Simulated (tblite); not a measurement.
**GeSiH5S (SMILES [SiH2][S][GeH3]): GFN2-xTB**

Aim: a structure relaxation of GeSiH5S. 

The calculation is run with tblite 0.8.0.

21 further runs of the same task are left out: 1 that didn't finish, 20 set aside as unsound or not needed.

## (1) The system as given

The species is GeSiH5S (8 atoms), meant as a doublet with charge 0. SMILES: `[SiH2][S][GeH3]`. The shape is that of a PBE0-D4/def2-TZVP optimisation. This is one conformer, not always the lowest. The run starts from this shape.

Bond lengths: Si1–S2 2.124 Å, S2–Ge3 2.231 Å, Si1–H4 1.493 Å, Si1–H5 1.489 Å, Ge3–H6 1.535 Å, Ge3–H7 1.533 Å, Ge3–H8 1.536 Å. Angles: Si1–S2–Ge3 98.6°, S2–Si1–H4 111.3°, S2–Si1–H5 106.6°, S2–Ge3–H6 109.7°, S2–Ge3–H7 105.3°, S2–Ge3–H8 109.3°, H4–Si1–H5 110.5°, H6–Ge3–H7 111.0°, H6–Ge3–H8 110.3°, H7–Ge3–H8 111.2°.

## (2) A geometry optimisation at GFN2-xTB

Contents of start.xyz:

```xyz
8

Si    -0.878000     1.488200    -0.662000
S      1.044600     0.591100    -0.762500
Ge     0.739700    -1.018400     0.752500
H     -1.958600     0.475700    -0.855700
H     -0.926300     2.513700    -1.740000
H      0.538900    -0.391700     2.139300
H      2.019500    -1.860500     0.710100
H     -0.487400    -1.855100     0.362700
```

Contents of calc.py:

```python
# GFN2-xTB geometry optimisation
import json
import numpy as np
from tblite.interface import Calculator
from tblite.interface import symbols_to_numbers
from scipy.optimize import minimize

symbols = list(map(str, np.loadtxt("start.xyz", skiprows=2, usecols=0, dtype=str, ndmin=1)))
numbers = np.array(symbols_to_numbers(symbols))
positions = np.loadtxt("start.xyz", skiprows=2, usecols=(1, 2, 3), ndmin=2) / 0.52917721

calculator = Calculator("GFN2-xTB", numbers, positions, charge=0, uhf=1)
calculator.set("verbosity", 0)
calculator.set("accuracy", 0.01)
calculator.add("spin-polarization", 1.0)
last, frames, energies, grads = [None], [], [], []

def fun(x):
    calculator.update(x.reshape(-1, 3))
    last[0] = calculator.singlepoint(last[0])
    return float(last[0].get('energy')), last[0].get('gradient').ravel()

def show(x):
    e, g = fun(x)
    frames.append(x.reshape(-1, 3).tolist())
    energies.append(e)
    grads.append(g.reshape(-1, 3).tolist())
    print(f"{len(energies) - 1:4d} {e:16.9f} {np.abs(g).max():12.3e} {np.linalg.norm(g):12.3e}")

print("step      energy/Eh       max grad     grad norm")
show(positions.ravel())
opt = minimize(fun, positions.ravel(), jac=True, method="BFGS", callback=show, options={"gtol": 3e-05, "maxiter": 500})
print("converged:", opt.success, "-", opt.message)
fun(opt.x)
res = last[0]
final = opt.x.reshape(-1, 3)
print("final geometry (angstrom)")
for s, p in zip(symbols, final * 0.529177210903):
    print(f"{s:<2} {p[0]:12.6f} {p[1]:12.6f} {p[2]:12.6f}")
print(f"Energy: {res.get('energy') * 2625.4996:.8f} kJ/mol")
eps = np.atleast_2d(res.get("orbital-energies")) * 27.211386
occ = np.atleast_2d(res.get("orbital-occupations"))
filled = occ.sum(axis=0) if eps.shape[0] == 1 else occ[0]
homo = np.nonzero(filled > 0.5)[0].max()
print(f"HOMO {eps[0, homo]:.4f} eV")
if homo + 1 < eps.shape[1]:
    print(f"LUMO {eps[0, homo + 1]:.4f} eV, gap {eps[0, homo + 1] - eps[0, homo]:.4f} eV")
mu = res.get("dipole") * 2.541746
print(f"Dipole moment: {np.linalg.norm(mu):.4f} D, components " + " ".join(f"{c:.4f}" for c in mu))
q = res.get("charges")
print("Charges:", " ".join(f"{s}{i + 1}={c:+.4f}" for i, (s, c) in enumerate(zip(symbols, q))))
out = {k: np.asarray(res.get(k)).tolist() for k in ("energy", "gradient", "charges", "dipole", "orbital-energies", "orbital-occupations")}
out.update(symbols=symbols, positions=(positions * 0.529177210903).tolist(), final=final.tolist(), frames=frames, step_energies=energies, grads=grads, success=bool(opt.success))
json.dump(out, open("results.json", "w"))
```

Run with:

```
$ python calc.py
```

What values should one expect? Wanted: total energy at the end; dipole moment; HOMO energy; LUMO energy.

Computed results:

Level: GFN2-xTB.

```
                             quantity        value
              total energy at the end  -9.44513 Eh
                        dipole moment       2.33 D
HOMO energy (as the program lists it)     -8.86 eV
LUMO energy (as the program lists it)     -5.86 eV
```

In words: At the final geometry: Bond lengths: Si1–S2 2.160 Å, S2–Ge3 2.195 Å, Si1–H4 1.460 Å, Si1–H5 1.453 Å, Ge3–H6 1.502 Å, Ge3–H7 1.498 Å, Ge3–H8 1.505 Å. Angles: Si1–S2–Ge3 95.2°, S2–Si1–H4 109.2°, S2–Si1–H5 104.4°, S2–Ge3–H6 110.7°, S2–Ge3–H7 108.5°, S2–Ge3–H8 110.7°, H4–Si1–H5 114.8°, H6–Ge3–H7 109.8°, H6–Ge3–H8 107.9°, H7–Ge3–H8 109.4°. The optimisation took 87 steps and changed the energy by -0.083 eV.
